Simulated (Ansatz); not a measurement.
# C2H7PSi: the cost of one run

All numbers below are computed with Ansatz 0.2.0 (RKS B3LYP-D4/def2-SVP).

## (1) The structure to begin with

Bond lengths: P1–Si2 2.122 Å, Si2–C3 1.808 Å, Si2–C4 1.912 Å, C3–C4 1.506 Å, P1–H5 1.431 Å, P1–H6 1.471 Å, Si2–H7 1.506 Å, C3–H8 1.019 Å, C3–H9 1.146 Å, C4–H10 1.005 Å, C4–H11 1.124 Å. Angles (14 of 21 angles, heavy atoms first): P1–Si2–C3 116.0°, P1–Si2–C4 107.4°, C3–Si2–C4 47.7°, Si2–C3–C4 69.8°, Si2–C4–C3 62.6°, P1–Si2–H7 120.0°, C3–Si2–H7 122.7°, C4–Si2–H7 102.7°, Si2–P1–H5 100.5°, Si2–P1–H6 99.4°, Si2–C3–H8 119.0°, Si2–C3–H9 114.3°, C4–C3–H8 122.8°, C4–C3–H9 114.8°.

As a file:

```xyz
11

P    -1.7275    1.1222   -0.4731
Si    0.1318    0.6322    0.4244
C     0.3008   -1.0671    1.0193
C     0.7663   -0.9669   -0.4097
H    -1.3365    1.2221   -1.8457
H    -1.7102    2.5799   -0.2782
H     1.3057    1.5656    0.2844
H    -0.5365   -1.5802    1.2923
H     1.1373   -1.2174    1.7883
H     1.7390   -0.9751   -0.6613
H    -0.0048   -1.3724   -1.1203
```

## (2) End point A

Input file input.yaml:

```yaml
crystal:
  periodic: [false, false, false]
  atoms:
    - { symbol: P, position_ang: [-1.7275, 1.1222, -0.4731] }
    - { symbol: Si, position_ang: [0.1318, 0.6322, 0.4244] }
    - { symbol: C, position_ang: [0.3008, -1.0671, 1.0193] }
    - { symbol: C, position_ang: [0.7663, -0.9669, -0.4097] }
    - { symbol: H, position_ang: [-1.3365, 1.2221, -1.8457] }
    - { symbol: H, position_ang: [-1.7102, 2.5799, -0.2782] }
    - { symbol: H, position_ang: [1.3057, 1.5656, 0.2844] }
    - { symbol: H, position_ang: [-0.5365, -1.5802, 1.2923] }
    - { symbol: H, position_ang: [1.1373, -1.2174, 1.7883] }
    - { symbol: H, position_ang: [1.739, -0.9751, -0.6613] }
    - { symbol: H, position_ang: [-0.0048, -1.3724, -1.1203] }
basis:
  gaussian: { orbitals: def2-SVP }
hamiltonian:
  xc: b3lyp
  dispersion: d4
relax:
  f_tol: 0.015
  max_steps: 40
output:
  orbitals: {}
```

Launch:

```console
$ ansatz run input.yaml --threads 2 --pin off --max-ram 3072MiB --backend cpu --events-out ev --progress --plain --runs-dir out
```

Q: Estimate wall time and peak memory on 2 threads of Intel Xeon Platinum 8375C at 2.90GHz (Ice Lake), shared host.

About 30 s, with a peak of 0.23 GiB.
